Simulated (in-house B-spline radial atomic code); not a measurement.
# Yb⁺: binding energies from hole states

Aim: binding energies of the shells of Yb⁺, from runs with electrons taken out, set against the orbital energies of the parent.

Method: Dirac-Coulomb PBE, spherical fractional occupations, Fermi nucleus, basis-set limit. Code: in-house B-spline radial atomic code version 1.

### Step 1. The system

* element: ytterbium (Z = 70)
* charge: +1
* electrons: 69
* configuration: [Xe] 4f14 6s1
* Hamiltonian: Dirac-Coulomb
* nucleus: Fermi, rms radius 5.311 fm

Outer shells as boxes (Hund's rule):

[Xe] 4f14 6s1
```
[Xe] core
4f [↑↓][↑↓][↑↓][↑↓][↑↓][↑↓][↑↓]
6s [↑ ]
```

The boxes only draw the filling; these runs are spin-restricted and spherical.

Input settings:

```ini
Z = 70
electrons = 69.0
configuration = [Xe] 4f14 6s1
hamiltonian = dirac
method = pbe,pbe
spin_polarised = False
nucleus = fermi
rms_radius = 5.3108
mass_number = 174
atomic_mass = 173.938867545
speed_of_light = 137.035999084
```

This reference run was done before. Its total energy is -14074.043199 hartree, and its levels are (the highest eight at most):

| orbital | occupation | energy (eV) | <r> (bohr) |
| --- | --- | --- | --- |
| 4d3/2 | 4 | -189.78 | 0.5535 |
| 4d5/2 | 6 | -180.63 | 0.5650 |
| 5s1/2 | 2 | -61.597 | 1.209 |
| 5p1/2 | 2 | -38.582 | 1.367 |
| 5p3/2 | 4 | -32.488 | 1.484 |
| 4f5/2 | 6 | -10.475 | 0.7742 |
| 6s1/2 | 1 | -9.274 | 3.545 |
| 4f7/2 | 8 | -9.157 | 0.7973 |

### Step 2. The 3d3/2 hole

In configurations, a minus sign after the shell means j = l − 1/2 and a plus sign j = l + 1/2; the count of electrons follows.

Input settings:

```ini
Z = 70
electrons = 68.0
configuration = 1s2 2s2 2p6 3s2 3p6 3d-3 3d+6 4s2 4p6 4d10 4f14 5s2 5p6 6s1
hamiltonian = dirac
method = pbe,pbe
spin_polarised = False
nucleus = fermi
rms_radius = 5.3108
mass_number = 174
atomic_mass = 173.938867545
speed_of_light = 137.035999084
```

### Step 3. The 3d5/2 hole

Changes to the settings of step 2:

```diff
@@ -2,3 +2,3 @@
 electrons = 68.0
-configuration = 1s2 2s2 2p6 3s2 3p6 3d-3 3d+6 4s2 4p6 4d10 4f14 5s2 5p6 6s1
+configuration = 1s2 2s2 2p6 3s2 3p6 3d-4 3d+5 4s2 4p6 4d10 4f14 5s2 5p6 6s1
 hamiltonian = dirac
```

### Step 4. The 4s hole

Changes to the settings of step 3:

```diff
@@ -2,3 +2,3 @@
 electrons = 68.0
-configuration = 1s2 2s2 2p6 3s2 3p6 3d-4 3d+5 4s2 4p6 4d10 4f14 5s2 5p6 6s1
+configuration = 1s2 2s2 2p6 3s2 3p6 3d10 4s1 4p6 4d10 4f14 5s2 5p6 6s1
 hamiltonian = dirac
```

### Step 5. The 4p1/2 hole

Changes to the settings of step 4:

```diff
@@ -2,3 +2,3 @@
 electrons = 68.0
-configuration = 1s2 2s2 2p6 3s2 3p6 3d10 4s1 4p6 4d10 4f14 5s2 5p6 6s1
+configuration = 1s2 2s2 2p6 3s2 3p6 3d10 4s2 4p-1 4p+4 4d10 4f14 5s2 5p6 6s1
 hamiltonian = dirac
```

### Step 6. The 4p3/2 hole

Changes to the settings of step 5:

```diff
@@ -2,3 +2,3 @@
 electrons = 68.0
-configuration = 1s2 2s2 2p6 3s2 3p6 3d10 4s2 4p-1 4p+4 4d10 4f14 5s2 5p6 6s1
+configuration = 1s2 2s2 2p6 3s2 3p6 3d10 4s2 4p-2 4p+3 4d10 4f14 5s2 5p6 6s1
 hamiltonian = dirac
```

### Step 7. The 4d3/2 hole

Changes to the settings of step 6:

```diff
@@ -2,3 +2,3 @@
 electrons = 68.0
-configuration = 1s2 2s2 2p6 3s2 3p6 3d10 4s2 4p-2 4p+3 4d10 4f14 5s2 5p6 6s1
+configuration = 1s2 2s2 2p6 3s2 3p6 3d10 4s2 4p6 4d-3 4d+6 4f14 5s2 5p6 6s1
 hamiltonian = dirac
```

### Step 8. The 4d5/2 hole

Changes to the settings of step 7:

```diff
@@ -2,3 +2,3 @@
 electrons = 68.0
-configuration = 1s2 2s2 2p6 3s2 3p6 3d10 4s2 4p6 4d-3 4d+6 4f14 5s2 5p6 6s1
+configuration = 1s2 2s2 2p6 3s2 3p6 3d10 4s2 4p6 4d-4 4d+5 4f14 5s2 5p6 6s1
 hamiltonian = dirac
```

Q: What does each hole state cost in eV, and how does that compare with the orbital energies or single holes?

**Answer**, as computed:

| hole | ΔSCF (eV) | with Breit, QED, recoil (eV) | −ε of the parent (eV) | −ε less ΔSCF (eV) |
| --- | --- | --- | --- | --- |
| 3d3/2 | 1576.95 | 1574.60 | 1548.41 | -28.54 |
| 3d5/2 | 1527.49 | 1526.01 | 1499.85 | -27.63 |
| 4s | 475.72 | 474.21 | 465.81 | -9.91 |
| 4p1/2 | 390.33 | 389.06 | 380.48 | -9.86 |
| 4p3/2 | 339.77 | 339.06 | 330.18 | -9.58 |
| 4d3/2 | 199.18 | 198.87 | 189.78 | -9.40 |
| 4d5/2 | 189.94 | 189.81 | 180.63 | -9.32 |

With PBE the orbital energies fall short of the binding energies, by 28.5 eV for 3d3/2: an electron's repulsion with itself pushes the levels up, so −ε is no binding energy here. The spin-orbit splitting of the 3d hole is 48.59 eV with those corrections. Values are for the free ion, measured from the vacuum level.
